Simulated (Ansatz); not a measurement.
# B2ClH5InN: a spread of methods and bases

How do the results and run time of B2ClH5InN respond when the settings are drawn wide?

The runs use Ansatz 0.2.0, Gaussian basis; the settings change from run to run.

**1. The geometry**

An earlier PBE0-D4 in a triple-zeta def2 set relaxation fixed the geometry. In takes a core potential in def2 sets; no spin-orbit term is included.

10 atoms, charge 0, spin multiplicity 1.

Atoms are counted from 1 here; the program's logs count them from 0.

Bond lengths: B1–In2 2.239 Å, B1–H6 1.196 Å, B1–H7 1.196 Å, In2–Cl3 2.425 Å, In2–B4 2.259 Å, B4–N5 1.378 Å, B4–H8 1.196 Å, N5–H9 1.012 Å, N5–H10 1.009 Å. Angles: In2–B1–H6 121.3°, In2–B1–H7 121.3°, H6–B1–H7 117.4°, B1–In2–Cl3 102.7°, B1–In2–B4 157.2°, Cl3–In2–B4 100.1°, In2–B4–N5 112.8°, In2–B4–H8 127.2°, N5–B4–H8 119.9°, B4–N5–H9 122.2°, B4–N5–H10 123.6°, H9–N5–H10 114.2°.

**2. revPBE0/def2-TZVPP**

Contents of in.yaml:

```yaml
crystal:
  periodic: [false, false, false]
  atoms:
    - {symbol: B, position_ang: [-0.609300, 1.978592, 2.088042]}
    - {symbol: In, position_ang: [-0.186267, 0.464934, 0.493975]}
    - {symbol: Cl, position_ang: [2.235444, 0.481179, 0.373057]}
    - {symbol: B, position_ang: [-0.650675, -1.082033, -1.085059]}
    - {symbol: N, position_ang: [0.481827, -1.593278, -1.681793]}
    - {symbol: H, position_ang: [-0.668773, 1.666582, 3.240974]}
    - {symbol: H, position_ang: [-0.746806, 3.136719, 1.823615]}
    - {symbol: H, position_ang: [-1.730657, -1.468960, -1.423997]}
    - {symbol: H, position_ang: [1.411827, -1.290407, -1.421237]}
    - {symbol: H, position_ang: [0.463392, -2.293328, -2.407576]}
basis:
  gaussian: {orbitals: def2-TZVPP}
hamiltonian: {xc: {name: revPBE0}}
```

Run with:

```bash
> ansatz run in.yaml --threads 4 --pin off --events-out ev --progress --plain --max-ram 10444MiB
```

The log of the run:

```text
Functional definition: revPBE0
  name "revPBE0"
  cite "Zhang & Yang, Phys. Rev. Lett. 80, 890 (1998) doi:10.1103/PhysRevLett.80.890"
  cite "Adamo & Barone, J. Chem. Phys. 110, 6158 (1999) doi:10.1063/1.478522"
  cite "Perdew, Burke & Ernzerhof, Phys. Rev. Lett. 77, 3865 (1996) doi:10.1103/PhysRevLett.77.3865"
  parameter a = 0.25
  parameter kappa = 1.245
  parameter beta = 0.06672455060314922
  exchange = (1 - a)*pbe_x(kappa = kappa, mu = beta*pi^2/3) + a*exact_x
  correlation = pbe_c(beta = beta)
1594 factors; their error is unknown
mean field evaluation 1: about -20613.8138 eV, gradient 5.8e1 eV
mean field evaluation 2: about -20602.9291 eV, gradient 8.6e1 eV
mean field evaluation 4: about -20621.0609 eV, gradient 4.1e0 eV
mean field evaluation 8: about -20621.1771 eV, gradient 4.0e-1 eV
mean field evaluation 16: about -20621.1773 eV, gradient 5.5e-5 eV
mean field -20621.17731450 eV, -757.8142887719 hartree, gradient 5.5e-5 eV, S^2 0.000000; 0 other end points of the search recorded, 0 dependent functions left out
reference -20621.17736979 eV, -757.8142908037 hartree; 30, 30 occupied and 225, 225 virtual orbitals, 1594 factors
Total energy: -20621.17736979 eV, -757.8142908037 hartree
```

It took 2.4 s on 4 threads of Arm Neoverse V2, shared host; peak memory 0.54 GiB.

**3. wB97/def2-mTZVP**

Set apart from the defaults: multiplicity 3, atoms shaken by 0.03 Å.

Contents of in.yaml:

```yaml
crystal:
  periodic: [false, false, false]
  atoms:
    - {symbol: B, position_ang: [-0.620885, 1.979856, 2.107345]}
    - {symbol: In, position_ang: [-0.197220, 0.397563, 0.510346]}
    - {symbol: Cl, position_ang: [2.248823, 0.458161, 0.377222]}
    - {symbol: B, position_ang: [-0.663902, -1.061368, -1.084991]}
    - {symbol: N, position_ang: [0.473596, -1.608031, -1.665709]}
    - {symbol: H, position_ang: [-0.656949, 1.699190, 3.242695]}
    - {symbol: H, position_ang: [-0.697107, 3.127521, 1.786721]}
    - {symbol: H, position_ang: [-1.724744, -1.445516, -1.378307]}
    - {symbol: H, position_ang: [1.435129, -1.336251, -1.470680]}
    - {symbol: H, position_ang: [0.438026, -2.287732, -2.405342]}
basis:
  gaussian: {orbitals: def2-mTZVP}
magnetization: {spin_polarized: true, initial_magnetization: 2}
hamiltonian: {xc: {name: wB97}}
output: {forces: true}
```

Same command.

The log of the run, cut to the lines that bear on the results:

```text
Functional definition: wB97
  name "wB97"
  cite "Chai & Head-Gordon, J. Chem. Phys. 128, 084106 (2008) doi:10.1063/1.2834918"
  cite "Becke, J. Chem. Phys. 107, 8554 (1997) doi:10.1063/1.475007"
[...]
  # The coefficients of nought are those of the uniform gas.
[...]
      + integral(e_c_pw_opposite_spin*poly(b97_u_opposite, 1, cos1, cos2, cos3, cos4))
1299 factors; their error is unknown
465 factors; integrals over basis functions are off by at most 1.3e-5 eV
[...]
mean field -20620.26297230 eV, -757.7806873159 hartree, gradient 5.3e-5 eV, S^2 2.018173; 2 other end points of the search recorded, 0 dependent functions left out
[...]
reference -20620.26296141 eV, -757.7806869157 hartree; 31, 29 occupied and 99, 101 virtual orbitals, 1299 factors
Total energy: -20620.26296141 eV, -757.7806869157 hartree
Atom 0 at    -0.620885     1.979856     2.107345 Å, force    -0.448798     1.230087     0.545757 eV/Å
Atom 1 at    -0.197220     0.397563     0.510346 Å, force     0.947191     0.884625     0.663007 eV/Å
Atom 2 at     2.248823     0.458161     0.377222 Å, force    -0.261268    -0.088061    -0.038880 eV/Å
Atom 3 at    -0.663902    -1.061368    -1.084991 Å, force     0.663718    -0.941848    -0.598266 eV/Å
Atom 4 at     0.473596    -1.608031    -1.665709 Å, force     0.042814     0.551742     0.267658 eV/Å
Atom 5 at    -0.656949     1.699190     3.242695 Å, force     0.088720    -1.219191     0.364062 eV/Å
Atom 6 at    -0.697107     3.127521     1.786721 Å, force     0.102342    -0.249608    -1.068544 eV/Å
Atom 7 at    -1.724744    -1.445516    -1.378307 Å, force    -0.646711    -0.045650    -0.150185 eV/Å
Atom 8 at     1.435129    -1.336251    -1.470680 Å, force    -0.230968     0.147215     0.229745 eV/Å
Atom 9 at     0.438026    -2.287732    -2.405342 Å, force    -0.257040    -0.269310    -0.214353 eV/Å
Dipole moment:    -0.464755    -0.877318    -0.861927 e Å
```

It took 8.5 s on 4 threads of Arm Neoverse V2, shared host; peak memory 0.45 GiB.

Largest force 1.456 eV/Å, dipole 6.32 D, ⟨S²⟩ 2.018.

**4. wB97M-V/STO-3G**

This run has atoms shaken by 0.15 Å, the search for lower states set to off.

Contents of in.yaml:

```yaml
crystal:
  periodic: [false, false, false]
  atoms:
    - {symbol: B, position_ang: [-0.326872, 2.039478, 2.199297]}
    - {symbol: In, position_ang: [-0.154707, 0.741081, 0.513753]}
    - {symbol: Cl, position_ang: [2.055004, 0.391014, 0.166204]}
    - {symbol: B, position_ang: [-0.826263, -1.252259, -1.363876]}
    - {symbol: N, position_ang: [0.502840, -1.774801, -1.574734]}
    - {symbol: H, position_ang: [-0.649893, 1.511613, 3.333986]}
    - {symbol: H, position_ang: [-0.566920, 3.231867, 1.868046]}
    - {symbol: H, position_ang: [-1.745811, -1.461012, -1.490943]}
    - {symbol: H, position_ang: [1.389976, -1.417346, -1.395803]}
    - {symbol: H, position_ang: [0.263410, -2.029507, -2.421405]}
basis:
  gaussian: {orbitals: STO-3G}
hamiltonian: {xc: {name: wB97M-V}}
scf: {lower_state_search: off}
output: {forces: true}
```

Launched as before.

The log of the run, cut to the lines that bear on the results:

```text
Functional definition: wB97M-V
  name "wB97M-V"
  cite "Mardirossian & Head-Gordon, J. Chem. Phys. 144, 214110 (2016) doi:10.1063/1.4952647"
  cite "Becke, J. Chem. Phys. 107, 8554 (1997) doi:10.1063/1.475007"
  cite "Vydrov & Van Voorhis, J. Chem. Phys. 133, 244103 (2010) doi:10.1063/1.3521275"
  # Of w^i u^j: cxij and so on, Table III.
[...]
  gx(w, u) = 1 - cx + cx01*u + cx10*w
  gss(w, u) = css00 + css04*u^4 + css10*w + css20*w^2 + css43*w^4*u^3
  gos(w, u) = cos00 + cos10*w + (cos20 + cos21*u)*w^2 + (cos60 + cos61*u)*w^6
[...]
      + integral(e_c_pw_mod_opposite_spin*gos(b97_w_opposite, b97_u_opposite)) + vv10(b, c)
[...]
730 factors; integrals over basis functions are off by at most 1.0e-4 eV
196 factors; integrals over basis functions are off by at most 1.5e-6 eV
[...]
Atom 1 at    -0.154707     0.741081     0.513753 Å, force    -0.728208    -1.480339    -0.465539 eV/Å
Atom 2 at     2.055004     0.391014     0.166204 Å, force     0.411349    -0.197891    -0.327305 eV/Å
Atom 3 at    -0.826263    -1.252259    -1.363876 Å, force    15.156201     6.752815     8.014449 eV/Å
Atom 4 at     0.502840    -1.774801    -1.574734 Å, force    -7.042057     1.240349     5.079360 eV/Å
Atom 5 at    -0.649893     1.511613     3.333986 Å, force     1.086435     1.844217    -2.203315 eV/Å
Atom 6 at    -0.566920     3.231867     1.868046 Å, force     0.719453    -1.828973     1.531729 eV/Å
Atom 7 at    -1.745811    -1.461012    -1.490943 Å, force   -11.168127    -3.317183    -2.922209 eV/Å
Atom 8 at     1.389976    -1.417346    -1.395803 Å, force     3.313137     2.105865     1.000264 eV/Å
Atom 9 at     0.263410    -2.029507    -2.421405 Å, force     0.651038    -4.374852    -8.992254 eV/Å
Dipole moment:    -0.423041    -0.143267    -0.477163 e Å
Checks for a lower state left out: stability, starts, cluster_reference, orbital_swaps, neighbouring_geometries, increment
```

Wall time 2.8 s (4 threads of Arm Neoverse V2, shared host).

Largest force 18.427 eV/Å, dipole 3.14 D.

**5. B97/STO-3G**

Contents of in.yaml:

```yaml
crystal:
  periodic: [false, false, false]
  atoms:
    - {symbol: B, position_ang: [-0.609300, 1.978592, 2.088042]}
    - {symbol: In, position_ang: [-0.186267, 0.464934, 0.493975]}
    - {symbol: Cl, position_ang: [2.235444, 0.481179, 0.373057]}
    - {symbol: B, position_ang: [-0.650675, -1.082033, -1.085059]}
    - {symbol: N, position_ang: [0.481827, -1.593278, -1.681793]}
    - {symbol: H, position_ang: [-0.668773, 1.666582, 3.240974]}
    - {symbol: H, position_ang: [-0.746806, 3.136719, 1.823615]}
    - {symbol: H, position_ang: [-1.730657, -1.468960, -1.423997]}
    - {symbol: H, position_ang: [1.411827, -1.290407, -1.421237]}
    - {symbol: H, position_ang: [0.463392, -2.293328, -2.407576]}
basis:
  gaussian: {orbitals: STO-3G}
hamiltonian: {xc: {name: B97}}
output: {forces: true}
```

Launched as before.

The log of the run, cut to the lines that bear on the results:

```text
Functional definition: B97
  name "B97"
  cite "Becke, J. Chem. Phys. 107, 8554 (1997) doi:10.1063/1.475007"
[...]
      + integral(e_c_pw_opposite_spin*poly(b97_u_opposite, cos0, cos1, cos2))
731 factors; integrals over basis functions are off by at most 1.0e-4 eV
[...]
mean field -169963.09563152 eV, -6246.0285593342 hartree, gradient 1.7e-5 eV, S^2 0.000000; 0 other end points of the search recorded, 0 dependent functions left out
[...]
reference -169963.09564889 eV, -6246.0285599727 hartree; 44, 44 occupied and 12, 12 virtual orbitals, 731 factors
Total energy: -169963.09564889 eV, -6246.0285599727 hartree
Atom 0 at    -0.609300     1.978592     2.088042 Å, force     0.197598    -1.076090    -1.127030 eV/Å
Atom 1 at    -0.186267     0.464934     0.493975 Å, force     0.405408     0.345299     0.334898 eV/Å
Atom 2 at     2.235444     0.481179     0.373057 Å, force    -1.051023    -0.125262    -0.070161 eV/Å
Atom 3 at    -0.650675    -1.082033    -1.085059 Å, force    -0.508106     1.270071     1.347712 eV/Å
Atom 4 at     0.481827    -1.593278    -1.681793 Å, force    -1.660138     0.592117     0.711129 eV/Å
Atom 5 at    -0.668773     1.666582     3.240974 Å, force    -0.004076     0.295018    -0.492628 eV/Å
Atom 6 at    -0.746806     3.136719     1.823615 Å, force     0.037625    -0.501351     0.276108 eV/Å
Atom 7 at    -1.730657    -1.468960    -1.423997 Å, force     0.687468     0.109853     0.074063 eV/Å
Atom 8 at     1.411827    -1.290407    -1.421237 Å, force     1.720567     0.435886     0.353039 eV/Å
Atom 9 at     0.463392    -2.293328    -2.407576 Å, force     0.174678    -1.345540    -1.407129 eV/Å
Dipole moment:    -0.427903    -0.288441    -0.275353 e Å
```

It took 1.8 s on 4 threads of Arm Neoverse V2, shared host.

Largest force 1.955 eV/Å, dipole 2.81 D.

**6. B3LYP5/def2-TZVPP**

Set apart from the defaults: a point charge of 1.00 e beside it.

Changes to in.yaml since step 5:

```diff
@@ -14,4 +14,4 @@
 basis:
-  gaussian: {orbitals: STO-3G}
-hamiltonian: {xc: {name: B97}}
+  gaussian: {orbitals: def2-TZVPP, point_charges: [{charge: 1.00, position_ang: [6.201, 0.013, -0.375]}]}
+hamiltonian: {xc: {name: B3LYP5}}
 output: {forces: true}
```

The command is unchanged.

The log of the run, cut to the lines that bear on the results:

```text
Functional definition: B3LYP5
  name "B3LYP5"
  cite "Stephens, Devlin, Chabalowski & Frisch, J. Phys. Chem. 98, 11623 (1994) doi:10.1021/j100096a001"
  cite "Becke, Phys. Rev. A 38, 3098 (1988) doi:10.1103/PhysRevA.38.3098"
  cite "Lee, Yang & Parr, Phys. Rev. B 37, 785 (1988) doi:10.1103/PhysRevB.37.785"
  cite "Vosko, Wilk & Nusair, Can. J. Phys. 58, 1200 (1980) doi:10.1139/p80-159"
[...]
1566 factors; their error is unknown
[...]
mean field -20620.44481293 eV, -757.7873698359 hartree, gradient 2.5e-5 eV, S^2 0.000000; 0 other end points of the search recorded, 0 dependent functions left out
[...]
reference -20620.44512708 eV, -757.7873813804 hartree; 30, 30 occupied and 225, 225 virtual orbitals, 1566 factors
Total energy: -20620.44512708 eV, -757.7873813804 hartree
Atom 0 at    -0.609300     1.978592     2.088042 Å, force    -0.011620     0.288847     0.301141 eV/Å
Atom 1 at    -0.186267     0.464934     0.493975 Å, force    -0.858604     0.012461     0.062469 eV/Å
Atom 2 at     2.235444     0.481179     0.373057 Å, force     1.123657    -0.025263    -0.093609 eV/Å
Atom 3 at    -0.650675    -1.082033    -1.085059 Å, force    -0.237979    -0.130256    -0.121505 eV/Å
Atom 4 at     0.481827    -1.593278    -1.681793 Å, force     0.185983    -0.045686    -0.059058 eV/Å
Atom 5 at    -0.668773     1.666582     3.240974 Å, force    -0.003143     0.009241    -0.161473 eV/Å
Atom 6 at    -0.746806     3.136719     1.823615 Å, force     0.005547    -0.160684     0.003318 eV/Å
Atom 7 at    -1.730657    -1.468960    -1.423997 Å, force     0.152148     0.097691     0.092494 eV/Å
Atom 8 at     1.411827    -1.290407    -1.421237 Å, force    -0.090049    -0.065678    -0.061980 eV/Å
Atom 9 at     0.463392    -2.293328    -2.407576 Å, force    -0.013063    -0.036841    -0.037074 eV/Å
Dipole moment:    -0.975125    -0.215385    -0.166707 e Å
```

Run time: 4.5 s. Hardware: 4 threads of Arm Neoverse V2, shared host; peak memory 0.77 GiB.

Largest force 1.128 eV/Å, dipole 4.86 D.

**7. BLYP/def2-mTZVPP**

This run has D3(BJ) with three-body dispersion, high accuracy.

Changes to in.yaml since step 6:

```diff
@@ -14,4 +14,5 @@
 basis:
-  gaussian: {orbitals: def2-TZVPP, point_charges: [{charge: 1.00, position_ang: [6.201, 0.013, -0.375]}]}
-hamiltonian: {xc: {name: B3LYP5}}
+  gaussian: {orbitals: def2-mTZVPP}
+hamiltonian: {xc: {name: BLYP}, dispersion: d3bjatm}
+accuracy: high
 output: {forces: true}
```

Launched as before.

The log of the run, cut to the lines that bear on the results:

```text
Functional definition: BLYP
  name "BLYP"
  cite "Becke, Phys. Rev. A 38, 3098 (1988) doi:10.1103/PhysRevA.38.3098"
  cite "Lee, Yang & Parr, Phys. Rev. B 37, 785 (1988) doi:10.1103/PhysRevB.37.785"
[...]
3191 factors; integrals over basis functions are off by at most 1.6e-8 eV
[...]
mean field -20620.42928102 eV, -757.7867990484 hartree, gradient 2.9e-8 eV, S^2 0.000000; 0 other end points of the search recorded, 0 dependent functions left out
[...]
reference -20620.42934743 eV, -757.7868014891 hartree; 30, 30 occupied and 120, 120 virtual orbitals, 3191 factors
Total energy: -20620.91698314 eV, -757.8047217708 hartree
Atom 0 at    -0.609300     1.978592     2.088042 Å, force    -0.015799     0.175457     0.183450 eV/Å
Atom 1 at    -0.186267     0.464934     0.493975 Å, force    -0.603465     0.033512     0.069292 eV/Å
Atom 2 at     2.235444     0.481179     0.373057 Å, force     0.659707     0.014622    -0.022373 eV/Å
Atom 3 at    -0.650675    -1.082033    -1.085059 Å, force    -0.440491    -0.022405     0.002187 eV/Å
Atom 4 at     0.481827    -1.593278    -1.681793 Å, force    -0.020766    -0.013892    -0.013205 eV/Å
Atom 5 at    -0.668773     1.666582     3.240974 Å, force    -0.004589    -0.015932     0.030534 eV/Å
Atom 6 at    -0.746806     3.136719     1.823615 Å, force    -0.007528     0.031361    -0.014441 eV/Å
Atom 7 at    -1.730657    -1.468960    -1.423997 Å, force    -0.017715     0.005124     0.006276 eV/Å
Atom 8 at     1.411827    -1.290407    -1.421237 Å, force     0.424185     0.097580     0.076915 eV/Å
Atom 9 at     0.463392    -2.293328    -2.407576 Å, force     0.026462    -0.305425    -0.318636 eV/Å
Dipole moment:    -0.493509    -0.270944    -0.253514 e Å
```

Run time: 6.5 s. Hardware: 4 threads of Arm Neoverse V2, shared host; peak memory 0.58 GiB.

Largest force 0.660 eV/Å, dipole 2.97 D.

**8. BHLYP/def2-TZVPD**

Options: relativity set to scalar.

Changes to in.yaml since step 7:

```diff
@@ -14,5 +14,3 @@
 basis:
-  gaussian: {orbitals: def2-mTZVPP}
-hamiltonian: {xc: {name: BLYP}, dispersion: d3bjatm}
-accuracy: high
-output: {forces: true}
+  gaussian: {orbitals: def2-TZVPD}
+hamiltonian: {xc: {name: BHLYP}, pseudopotentials: {relativity: scalar}}
```

Same command.

The log of the run:

```text
Functional definition: BHLYP
  name "BHLYP"
  cite "Becke, J. Chem. Phys. 98, 1372 (1993) doi:10.1063/1.464304"
  cite "Becke, Phys. Rev. A 38, 3098 (1988) doi:10.1103/PhysRevA.38.3098"
  cite "Lee, Yang & Parr, Phys. Rev. B 37, 785 (1988) doi:10.1103/PhysRevB.37.785"
  parameter a = 0.5
  exchange = (1 - a)*b88_x + a*exact_x
  correlation = lyp_c
1746 factors; their error is unknown
mean field evaluation 1: about -20649.1626 eV, gradient 5.1e1 eV
mean field evaluation 2: about -20648.2652 eV, gradient 5.5e1 eV
mean field evaluation 4: about -20654.7058 eV, gradient 1.9e0 eV
mean field evaluation 8: about -20654.7145 eV, gradient 2.1e-2 eV
mean field evaluation 16: about -20654.8635 eV, gradient 1.1e-4 eV
mean field -20654.86350620 eV, -759.0522334836 hartree, gradient 7.0e-5 eV, S^2 0.000000; 0 other end points of the search recorded, 0 dependent functions left out
reference -20654.86373434 eV, -759.0522418676 hartree; 30, 30 occupied and 228, 228 virtual orbitals, 1746 factors
Total energy: -20654.86373434 eV, -759.0522418676 hartree
Relativity: scalar
```

It took 4 s on 4 threads of Arm Neoverse V2, shared host; peak memory 0.61 GiB.

**9. RPBE/def2-mTZVP**

Set apart from the defaults: charge -1, multiplicity 2, atoms shaken by 0.15 Å, D3(BJ) with three-body dispersion.

Contents of in.yaml:

```yaml
crystal:
  periodic: [false, false, false]
  atoms:
    - {symbol: B, position_ang: [-0.432180, 2.254695, 2.196753]}
    - {symbol: In, position_ang: [-0.230941, 0.558079, 0.338189]}
    - {symbol: Cl, position_ang: [2.222367, 0.496162, 0.415094]}
    - {symbol: B, position_ang: [-0.677502, -0.776472, -1.217068]}
    - {symbol: N, position_ang: [0.480795, -1.504253, -1.396486]}
    - {symbol: H, position_ang: [-0.943265, 1.872583, 3.232997]}
    - {symbol: H, position_ang: [-0.678443, 3.205775, 1.896684]}
    - {symbol: H, position_ang: [-1.786028, -1.559528, -1.516945]}
    - {symbol: H, position_ang: [1.470298, -1.101860, -1.476680]}
    - {symbol: H, position_ang: [0.679535, -2.445195, -2.553290]}
basis:
  gaussian: {orbitals: def2-mTZVP}
total_charge: -1
magnetization: {spin_polarized: true, initial_magnetization: 1}
hamiltonian: {xc: {name: RPBE}, dispersion: d3bjatm}
```

Same command.

The log of the run, cut to the lines that bear on the results:

```text
Functional definition: RPBE
  name "RPBE"
  cite "Hammer, Hansen & Nørskov, Phys. Rev. B 59, 7413 (1999) doi:10.1103/PhysRevB.59.7413"
  cite "Perdew, Burke & Ernzerhof, Phys. Rev. Lett. 77, 3865 (1996) doi:10.1103/PhysRevLett.77.3865"
[...]
1299 factors; their error is unknown
[...]
mean field -20621.09941242 eV, -757.8114259233 hartree, gradient 1.7e-5 eV, S^2 0.766920; 5 other end points of the search recorded, 0 dependent functions left out
reference -20621.09948071 eV, -757.8114284327 hartree; 31, 30 occupied and 99, 100 virtual orbitals, 1299 factors
Total energy: -20622.62632468 eV, -757.8675389139 hartree
```

Wall time 5.5 s (4 threads of Arm Neoverse V2, shared host); peak memory 0.36 GiB.

⟨S²⟩ 0.767.

**10. All runs side by side**

```
             level  charge  multiplicity               geometry  functions  energy (eV)   time
revPBE0/def2-TZVPP       0             1                relaxed        255   -20621.177  2.4 s
   wB97/def2-mTZVP       0             3                 shaken        130   -20620.263  8.5 s
    wB97M-V/STO-3G       0             1                 shaken         56  -169967.451  2.8 s
        B97/STO-3G       0             1                relaxed         56  -169963.096  1.8 s
 B3LYP5/def2-TZVPP       0             1  relaxed, point charge        255   -20620.445  4.5 s
  BLYP/def2-mTZVPP       0             1                relaxed        150   -20620.917  6.5 s
  BHLYP/def2-TZVPD       0             1                relaxed        258   -20654.864    4 s
   RPBE/def2-mTZVP      -1             2                 shaken        130   -20622.626  5.5 s
```

**11. Summary of results**

```
                                         quantity                   value
                                             runs                       8
                                         quickest       B97/STO-3G, 1.8 s
                                          slowest  wB97/def2-mTZVP, 8.5 s
spread of total energies, same state and geometry             149342.2 eV
                  dipole, same state and geometry          2.81 to 2.97 D
```

What this shows: wB97/def2-mTZVP took 5 times as long as B97/STO-3G. The jobs differ in tasks and options as well as level. The totals spread over 149342 eV; they can't be compared across methods or bases. Some of these runs are scalar-relativistic and others not, which shifts the totals of all-electron atoms past neon by several eV an atom and more; core potentials, where a basis has them, take the core out of the total altogether. At the PBE0-D4/def2-TZVP geometry and in the same state, the sound runs without point charges leave forces up to 1.95 eV/Å (B97/STO-3G), against 18.4 eV/Å where the atoms were moved.
